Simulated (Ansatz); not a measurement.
**CW+ (quartet): energies up the ladder**

The task, for CW+ (quartet): energies up the ladder. Charge +1. Spin multiplicity 4.

Method: the levels named in each step, in Ansatz 0.2.0.

### Step 1. The starting structure

Bond lengths: C1–W2 1.895 Å.

Coordinates:

```xyz
2

C     0.0000    0.0000    0.0000
W     0.0000    0.0000    1.8947
```

### Step 2. A rough first relaxation, PBE-D4/def2-SVP

input.yaml

```yaml
crystal:
  periodic: [false, false, false]
  atoms:
    - { symbol: C, position_ang: [0.0, 0.0, 0.0] }
    - { symbol: W, position_ang: [0.0, 0.0, 1.89472] }
magnetization:
  spin_polarized: true
  initial_magnetization: 3
total_charge: 1
basis:
  gaussian: { orbitals: def2-SVP }
hamiltonian:
  xc: pbe
  dispersion: d4
relax:
  f_tol: 0.03
  max_steps: 200
```

Started as:

```bash
$ ansatz run input.yaml --threads 2 --pin off --max-ram 5120MiB --backend cpu --events-out ev --progress --plain --runs-dir out
```

The program printed, shortened:

```text
Warning: RAYON_NUM_THREADS=2 ignored (pool sized by the plan → 2); use --threads N
[...]
Functional definition: PBE
[...]
465 factors; their error is unknown
[...]
mean field -2846.08447500 eV, -104.5916753108 hartree, gradient 8.1e-6 eV, S^2 3.775337; 6 other end points of the search recorded, 0 dependent functions left out
[...]
reference -2846.08451237 eV, -104.5916766841 hartree; 11, 8 occupied and 35, 38 virtual orbitals, 465 factors
relax step   1: F+E_penalty+E_count = -2846.11183134 eV  Δ(F+E_penalty+E_count) = +0.000e0 eV  max|allowed force component| = 4.707e0 eV/Å  Δτ_max = 0.0000 Å  (552 SCF iters, accepted)
[...]
relax step   2: F+E_penalty+E_count = -2846.51223405 eV  Δ(F+E_penalty+E_count) = -4.004e-1 eV  max|allowed force component| = 1.678e-1 eV/Å  Δτ_max = 0.0765 Å  (52 SCF iters, accepted)
[...]
relax step   3: F+E_penalty+E_count = -2846.51252994 eV  Δ(F+E_penalty+E_count) = -2.959e-4 eV  max|allowed force component| = 2.374e-2 eV/Å  Δτ_max = 0.0021 Å  (49 SCF iters, accepted)
465 factors; their error is unknown
[...]
mean field -2846.48482859 eV, -104.6063880341 hartree, gradient 9.6e-6 eV, S^2 3.759356; 14 other end points of the search recorded, 0 dependent functions left out
[...]
reference -2846.48486621 eV, -104.6063894164 hartree; 11, 8 occupied and 35, 38 virtual orbitals, 465 factors
Total energy: -2846.51256756 eV, -104.6074074222 hartree
Atom 0 at     0.000000    -0.000000     0.074418 Å, force     0.000000    -0.000000     0.023737 eV/Å
Atom 1 at    -0.000000     0.000000     1.820302 Å, force    -0.000000     0.000000    -0.023737 eV/Å
Dipole moment:    -0.000000    -0.000000     0.337490 e Å
```

It took 15 s on 2 threads of Arm Neoverse V2, shared host; peak memory 0.11 GiB.

Relaxation path:

| step | E - E(step 1) (eV) | largest force component (eV/Å) |
| --- | --- | --- |
| 1 | 0.0000 | 4.7066 |
| 2 | -0.4004 | 0.1678 |
| 3 | -0.4007 | 0.0237 |

Step 1 is the start.

Before: Bond lengths: C1–W2 1.895 Å.

After: Bond lengths: C1–W2 1.746 Å.

### Step 3. Relaxation, PBE0-D4/def2-TZVPP

input.yaml

```yaml
crystal:
  periodic: [false, false, false]
  atoms:
    - { symbol: C, position_ang: [0.0, 0.0, 0.07441817] }
    - { symbol: W, position_ang: [0.0, 0.0, 1.82030183] }
magnetization:
  spin_polarized: true
  initial_magnetization: 3
total_charge: 1
basis:
  gaussian: { orbitals: def2-TZVPP }
hamiltonian:
  xc: pbe0
  dispersion: d4
relax:
  f_tol: 0.002
  max_steps: 150
```

Started as:

```bash
$ ansatz run input.yaml --threads 2 --pin off --max-ram 5120MiB --backend cpu --events-out ev --progress --plain --runs-dir out
```

The program printed, shortened:

```text
Warning: RAYON_NUM_THREADS=2 ignored (pool sized by the plan → 2); use --threads N
[...]
Functional definition: PBE0
[...]
580 factors; their error is unknown
[...]
mean field -2846.48439357 eV, -104.6063720474 hartree, gradient 2.5e-7 eV, S^2 3.774192; 2 other end points of the search recorded, 0 dependent functions left out
[...]
reference -2846.48442329 eV, -104.6063731396 hartree; 11, 8 occupied and 76, 79 virtual orbitals, 580 factors
relax step   1: F+E_penalty+E_count = -2846.50749812 eV  Δ(F+E_penalty+E_count) = +0.000e0 eV  max|allowed force component| = 1.141e0 eV/Å  Δτ_max = 0.0000 Å  (190 SCF iters, accepted)
[...]
relax step   3: F+E_penalty+E_count = -2846.52205270 eV  Δ(F+E_penalty+E_count) = -2.791e-4 eV  max|allowed force component| = 4.376e-3 eV/Å  Δτ_max = 0.0017 Å  (58 SCF iters, accepted)
[...]
relax step   4: F+E_penalty+E_count = -2846.52205289 eV  Δ(F+E_penalty+E_count) = -1.964e-7 eV  max|allowed force component| = 1.651e-4 eV/Å  Δτ_max = 0.0000 Å  (43 SCF iters, accepted)
580 factors; their error is unknown
[...]
mean field -2846.49889326 eV, -104.6069049010 hartree, gradient 7.0e-6 eV, S^2 3.769941; 3 other end points of the search recorded, 0 dependent functions left out
[...]
reference -2846.49892308 eV, -104.6069059970 hartree; 11, 8 occupied and 76, 79 virtual orbitals, 580 factors
Total energy: -2846.52208272 eV, -104.6077570979 hartree
Atom 0 at     0.000000     0.000000     0.086906 Å, force    -0.000000    -0.000000     0.000165 eV/Å
Atom 1 at    -0.000000    -0.000000     1.807814 Å, force     0.000000     0.000000    -0.000165 eV/Å
Dipole moment:    -0.000000     0.000000     0.374679 e Å
```

Run time: 17 s. Hardware: 2 threads of Arm Neoverse V2, shared host; peak memory 0.19 GiB.

The steps of the relaxation:

| step | E - E(step 1) (eV) | largest force component (eV/Å) |
| --- | --- | --- |
| 1 | 0.0000 | 1.1409 |
| 2 | -0.0143 | 0.1639 |
| 3 | -0.0146 | 0.0044 |
| 4 | -0.0146 | 0.0002 |

Step 1 is the start.

Before: Bond lengths: C1–W2 1.746 Å.

After: Bond lengths: C1–W2 1.721 Å.

### Step 4. Frequencies, PBE0-D4/def2-TZVPP

input.yaml

```yaml
crystal:
  periodic: [false, false, false]
  atoms:
    - { symbol: C, position_ang: [0.0, 0.0, 0.08690628] }
    - { symbol: W, position_ang: [0.0, 0.0, 1.80781372] }
magnetization:
  spin_polarized: true
  initial_magnetization: 3
total_charge: 1
basis:
  gaussian: { orbitals: def2-TZVPP }
hamiltonian:
  xc: pbe0
  dispersion: d4
phonons: {}
```

Started as:

```bash
$ ansatz run input.yaml --threads 2 --pin off --max-ram 5120MiB --backend cpu --events-out ev --progress --plain --runs-dir out
```

The program printed, shortened:

```text
Warning: RAYON_NUM_THREADS=2 ignored (pool sized by the plan → 2); use --threads N
[...]
[... 1 set-up line as earlier in the session ...]
[...]
580 factors; their error is unknown
[...]
mean field -2846.49889326 eV, -104.6069049010 hartree, gradient 1.3e-7 eV, S^2 3.769941; 4 other end points of the search recorded, 0 dependent functions left out
[...]
reference -2846.49892308 eV, -104.6069059970 hartree; 11, 8 occupied and 76, 79 virtual orbitals, 580 factors
[...]
580 factors; their error is unknown
mean field -2846.49889326 eV, -104.6069049011 hartree, gradient 2.6e-6 eV, S^2 3.769941; 0 other end points of the search recorded, 0 dependent functions left out
[...]
reference -2846.49892308 eV, -104.6069059971 hartree; 11, 8 occupied and 76, 79 virtual orbitals, 580 factors
[...]
580 factors; their error is unknown
[...]
reference -2846.49892308 eV, -104.6069059971 hartree; 11, 8 occupied and 76, 79 virtual orbitals, 580 factors
[...]
580 factors; their error is unknown
mean field -2846.49874711 eV, -104.6068995302 hartree, gradient 1.0e-6 eV, S^2 3.770305; 0 other end points of the search recorded, 0 dependent functions left out
[...]
reference -2846.49877692 eV, -104.6069006258 hartree; 11, 8 occupied and 76, 79 virtual orbitals, 580 factors
[...]
580 factors; their error is unknown
mean field -2846.49873541 eV, -104.6068991002 hartree, gradient 1.5e-6 eV, S^2 3.769589; 0 other end points of the search recorded, 0 dependent functions left out
[...]
reference -2846.49876524 eV, -104.6069001966 hartree; 11, 8 occupied and 76, 79 virtual orbitals, 580 factors
Total energy: -2846.52208272 eV, -104.6077570979 hartree
Atom 0 at     0.000000     0.000000     0.086906 Å, force    -0.000000    -0.000000     0.000163 eV/Å
Atom 1 at     0.000000     0.000000     1.807814 Å, force     0.000000     0.000000    -0.000163 eV/Å
Dipole moment:     0.000000     0.000000     0.374679 e Å
Vibrations: 1083.10 cm⁻¹, zero-point energy 0.067144 eV
```

Run time: 17 s. Hardware: 2 threads of Arm Neoverse V2, shared host; peak memory 0.19 GiB.

Harmonic frequencies (cm⁻¹; negative: imaginary): 1083.

### Step 5. Single point, PBE-D4/def2-TZVPP

Changes to input.yaml since step 4:

```diff
@@ -12,4 +12,3 @@
 hamiltonian:
-  xc: pbe0
+  xc: pbe
   dispersion: d4
-phonons: {}
```

Started as:

```bash
$ ansatz run input.yaml --threads 2 --pin off --max-ram 5120MiB --backend cpu --events-out ev --progress --plain --runs-dir out
```

The program printed, shortened:

```text
Warning: RAYON_NUM_THREADS=2 ignored (pool sized by the plan → 2); use --threads N
[...]
[... 1 set-up line as earlier in the session ...]
[...]
515 factors; their error is unknown
[...]
mean field -2847.89690523 eV, -104.6582808934 hartree, gradient 2.0e-6 eV, S^2 3.760802; 3 other end points of the search recorded, 0 dependent functions left out
reference -2847.89694518 eV, -104.6582823615 hartree; 11, 8 occupied and 76, 79 virtual orbitals, 515 factors
Total energy: -2847.92471445 eV, -104.6593028633 hartree
```

Wall time 11 s (2 threads of Arm Neoverse V2, shared host); peak memory 0.17 GiB.

### Step 6. Single point, r2SCAN-D4/def2-TZVPP

Changes to input.yaml since step 5:

```diff
@@ -12,3 +12,3 @@
 hamiltonian:
-  xc: pbe
+  xc: r2scan
   dispersion: d4
```

Started as:

```bash
$ ansatz run input.yaml --threads 2 --pin off --max-ram 5120MiB --backend cpu --events-out ev --progress --plain --runs-dir out
```

The program printed:

```text
Warning: RAYON_NUM_THREADS=2 ignored (pool sized by the plan → 2); use --threads N
Engine: ansatz 0.2.0, aarch64-unknown-linux-gnu
Functional definition: r2SCAN
  parameter k0 = 0.174
  parameter k1 = 0.065
  parameter a1 = 4.9479
  exchange = r2scan_x(k0 = k0, k1 = k1, a1 = a1)
  correlation = r2scan_c
515 factors; their error is unknown
mean field evaluation 1: about -2834.1730 eV, gradient 5.7e1 eV
mean field evaluation 2: about -2726.2235 eV, gradient 1.3e2 eV
mean field evaluation 4: about -2839.5951 eV, gradient 4.2e1 eV
mean field evaluation 8: about -2848.5937 eV, gradient 1.4e-1 eV
mean field evaluation 16: about -2848.5933 eV, gradient 9.0e-4 eV
mean field evaluation 32: about -2848.5955 eV, gradient 3.4e-2 eV
mean field evaluation 64: about -2848.5959 eV, gradient 3.6e-2 eV
mean field evaluation 96: about -2848.5811 eV, gradient 1.2e0 eV
mean field -2848.59597133 eV, -104.6839710988 hartree, gradient 6.5e-6 eV, S^2 3.772067; 11 other end points of the search recorded, 0 dependent functions left out
reference -2848.59598634 eV, -104.6839716505 hartree; 11, 8 occupied and 76, 79 virtual orbitals, 515 factors
Total energy: -2848.60093502 eV, -104.6841535109 hartree
```

It took 21 s on 2 threads of Arm Neoverse V2, shared host; peak memory 0.2 GiB.

### Step 7. Single point, B3LYP-D4/def2-TZVPP

Changes to input.yaml since step 6:

```diff
@@ -12,3 +12,3 @@
 hamiltonian:
-  xc: r2scan
+  xc: { name: B3LYP }
   dispersion: d4
```

Started as:

```bash
$ ansatz run input.yaml --threads 2 --pin off --max-ram 5120MiB --backend cpu --events-out ev --progress --plain --runs-dir out
```

The program printed:

```text
Warning: RAYON_NUM_THREADS=2 ignored (pool sized by the plan → 2); use --threads N
[... 1 set-up line as earlier in the session ...]
Functional definition: B3LYP
  parameter a0 = 0.2
  parameter ax = 0.72
  parameter ac = 0.81
  exchange = (1 - a0 - ax)*slater_x + ax*b88_x + a0*exact_x
  correlation = (1 - ac)*vwn_rpa_c + ac*lyp_c
560 factors; their error is unknown
mean field evaluation 1: about -2833.9852 eV, gradient 5.8e1 eV
mean field evaluation 2: about -2728.5716 eV, gradient 1.3e2 eV
mean field evaluation 4: about -2845.2469 eV, gradient 2.6e1 eV
mean field evaluation 8: about -2848.4551 eV, gradient 1.1e-1 eV
mean field evaluation 16: about -2848.4666 eV, gradient 6.4e-3 eV
mean field evaluation 32: about -2848.7159 eV, gradient 2.1e-5 eV
mean field -2848.71594656 eV, -104.6883801071 hartree, gradient 8.3e-6 eV, S^2 3.760326; 2 other end points of the search recorded, 0 dependent functions left out
reference -2848.71613584 eV, -104.6883870630 hartree; 11, 8 occupied and 76, 79 virtual orbitals, 560 factors
Total energy: -2848.76291899 eV, -104.6901063121 hartree
```

It took 3 s on 2 threads of Arm Neoverse V2, shared host; peak memory 0.14 GiB.

### Step 8. Single point, wB97M-V/def2-TZVPP

Changes to input.yaml since step 7:

```diff
@@ -12,3 +12,2 @@
 hamiltonian:
-  xc: { name: B3LYP }
-  dispersion: d4
+  xc: { name: wB97M-V }
```

Started as:

```bash
$ ansatz run input.yaml --threads 2 --pin off --max-ram 5120MiB --backend cpu --events-out ev --progress --plain --runs-dir out
```

The program printed, shortened:

```text
Warning: RAYON_NUM_THREADS=2 ignored (pool sized by the plan → 2); use --threads N
[...]
Functional definition: wB97M-V
[...]
  gx(w, u) = 1 - cx + cx01*u + cx10*w
  gss(w, u) = css00 + css04*u^4 + css10*w + css20*w^2 + css43*w^4*u^3
  gos(w, u) = cos00 + cos10*w + (cos20 + cos21*u)*w^2 + (cos60 + cos61*u)*w^6
[...]
      + integral(e_c_pw_mod_opposite_spin*gos(b97_w_opposite, b97_u_opposite)) + vv10(b, c)
520 factors; their error is unknown
114 factors; integrals over basis functions are off by at most 3.1e-5 eV
[...]
mean field -2844.99593609 eV, -104.5516722436 hartree, gradient 3.3e-6 eV, S^2 3.761390; 6 other end points of the search recorded, 0 dependent functions left out
reference -2844.99597456 eV, -104.5516736575 hartree; 11, 8 occupied and 76, 79 virtual orbitals, 520 factors
Total energy: -2844.99597456 eV, -104.5516736575 hartree
```

Run time: 20 s. Hardware: 2 threads of Arm Neoverse V2, shared host; peak memory 0.31 GiB.

### Step 9. Single point, B2PLYP/def2-TZVPP

Changes to input.yaml since step 8:

```diff
@@ -12,2 +12,2 @@
 hamiltonian:
-  xc: { name: wB97M-V }
+  xc: { name: B2PLYP }
```

Started as:

```bash
$ ansatz run input.yaml --threads 2 --pin off --max-ram 5120MiB --backend cpu --events-out ev --progress --plain --runs-dir out
```

The program printed, shortened:

```text
Warning: RAYON_NUM_THREADS=2 ignored (pool sized by the plan → 2); use --threads N
[...]
Functional definition: B2PLYP
[...]
570 factors; integrals over basis functions are off by at most 1.1e-3 eV
[...]
mean field -2839.46156916 eV, -104.3482880104 hartree, gradient 5.1e-6 eV, S^2 3.798063; 8 other end points of the search recorded, 0 dependent functions left out
1 core orbitals not correlated: weight in the atoms' cores, before any rotation towards them, 1.000 or more for the frozen orbitals, at most 0.000 for the correlated occupied ones
reference -2839.46168784 eV, -104.3482923719 hartree; 10, 7 occupied and 76, 79 virtual orbitals, 570 factors
second order -17.27789466 eV of doubles, -0.00000000 eV of singles
Total energy: -2844.12671940 eV, -104.5197291196 hartree
```

Run time: 8.4 s. Hardware: 2 threads of Arm Neoverse V2, shared host; peak memory 0.19 GiB.

### Step 10. Single point, LDA/def2-TZVPP

Changes to input.yaml since step 9:

```diff
@@ -12,2 +12,2 @@
 hamiltonian:
-  xc: { name: B2PLYP }
+  xc: lda
```

Started as:

```bash
$ ansatz run input.yaml --threads 2 --pin off --max-ram 5120MiB --backend cpu --events-out ev --progress --plain --runs-dir out
```

The program printed, shortened:

```text
Warning: RAYON_NUM_THREADS=2 ignored (pool sized by the plan → 2); use --threads N
[...]
Functional definition: SPW92
[...]
515 factors; their error is unknown
[...]
mean field -2834.64518326 eV, -104.1712890932 hartree, gradient 1.6e-6 eV, S^2 3.754355; 13 other end points of the search recorded, 0 dependent functions left out
reference -2834.64521537 eV, -104.1712902734 hartree; 11, 8 occupied and 76, 79 virtual orbitals, 515 factors
Total energy: -2834.64521537 eV, -104.1712902734 hartree
```

It took 4.9 s on 2 threads of Arm Neoverse V2, shared host; peak memory 0.15 GiB.

### Step 11. Single point, PBE0-D4/def2-SVP

Changes to input.yaml since step 10:

```diff
@@ -10,4 +10,5 @@
 basis:
-  gaussian: { orbitals: def2-TZVPP }
+  gaussian: { orbitals: def2-SVP }
 hamiltonian:
-  xc: lda
+  xc: pbe0
+  dispersion: d4
```

Started as:

```bash
$ ansatz run input.yaml --threads 2 --pin off --max-ram 5120MiB --backend cpu --events-out ev --progress --plain --runs-dir out
```

The program printed:

```text
Warning: RAYON_NUM_THREADS=2 ignored (pool sized by the plan → 2); use --threads N
[... 2 set-up lines as earlier in the session ...]
  parameter a = 0.25
  parameter kappa = 0.804
  parameter beta = 0.06672455060314922
  exchange = (1 - a)*pbe_x(kappa = kappa, mu = beta*pi^2/3) + a*exact_x
  correlation = pbe_c(beta = beta)
463 factors; integrals over basis functions are off by at most 1.1e-3 eV
mean field evaluation 1: about -2834.6178 eV, gradient 4.7e1 eV
mean field evaluation 2: about -2769.4155 eV, gradient 1.1e2 eV
mean field evaluation 4: about -2843.9844 eV, gradient 1.3e1 eV
mean field evaluation 8: about -2844.8611 eV, gradient 3.1e-1 eV
mean field evaluation 16: about -2844.8652 eV, gradient 1.2e-2 eV
mean field evaluation 32: about -2845.0217 eV, gradient 2.2e-5 eV
mean field -2845.02170678 eV, -104.5526192992 hartree, gradient 5.9e-6 eV, S^2 3.765964; 4 other end points of the search recorded, 0 dependent functions left out
reference -2845.02173498 eV, -104.5526203356 hartree; 11, 8 occupied and 35, 38 virtual orbitals, 463 factors
Total energy: -2845.04489462 eV, -104.5534714366 hartree
```

Wall time 2.3 s (2 threads of Arm Neoverse V2, shared host); peak memory 0.11 GiB.

### Step 12. Single point, PBE-D4/def2-SVP

Changes to input.yaml since step 11:

```diff
@@ -12,3 +12,3 @@
 hamiltonian:
-  xc: pbe0
+  xc: pbe
   dispersion: d4
```

Started as:

```bash
$ ansatz run input.yaml --threads 2 --pin off --max-ram 5120MiB --backend cpu --events-out ev --progress --plain --runs-dir out
```

The program printed, shortened:

```text
Warning: RAYON_NUM_THREADS=2 ignored (pool sized by the plan → 2); use --threads N
[...]
[... 1 set-up line as earlier in the session ...]
[...]
465 factors; their error is unknown
[...]
mean field -2846.47040934 eV, -104.6058581363 hartree, gradient 1.1e-6 eV, S^2 3.758276; 14 other end points of the search recorded, 0 dependent functions left out
reference -2846.47044702 eV, -104.6058595210 hartree; 11, 8 occupied and 35, 38 virtual orbitals, 465 factors
Total energy: -2846.49821629 eV, -104.6068800228 hartree
```

Run time: 5.9 s. Hardware: 2 threads of Arm Neoverse V2, shared host; peak memory 0.11 GiB.

### Step 13. Geometries side by side

```tsv
level	C1–W2 (Å)	rotational constants (MHz)	highest frequency (cm⁻¹)	CPU time
PBE0-D4/def2-TZVPP	1.7209	15148	1083	32 s
```

Constants are for the commonest isotopes at the equilibrium geometry; times are CPU times of the relaxations.

### Step 14. Total energies

```tsv
level	energy (eV)	CPU time
PBE-D4/def2-TZVPP	-2847.9247	21 s
r2SCAN-D4/def2-TZVPP	-2848.6009	40 s
B3LYP-D4/def2-TZVPP	-2848.7629	5.8 s
wB97M-V/def2-TZVPP	-2844.9960	40 s
B2PLYP/def2-TZVPP	-2844.1267	16 s
LDA/def2-TZVPP	-2834.6452	9.1 s
PBE0-D4/def2-SVP	-2845.0449	4.3 s
PBE-D4/def2-SVP	-2846.4982	11 s
```

### Step 15. Outcome

| quantity | value |
| --- | --- |
| C1–W2 at PBE0-D4/def2-TZVPP | 1.721 Å |
| frequencies at PBE0-D4/def2-TZVPP | 1083 cm⁻¹ |
| energy at PBE-D4/def2-SVP | -2846.498 eV |

What this shows: No mode is imaginary, so the geometry is a minimum. These totals serve in differences with atoms or fragments at the same level; alone they don't rank the methods. Heavy atoms carry effective core potentials in def2 sets, and spin-orbit coupling is left out.
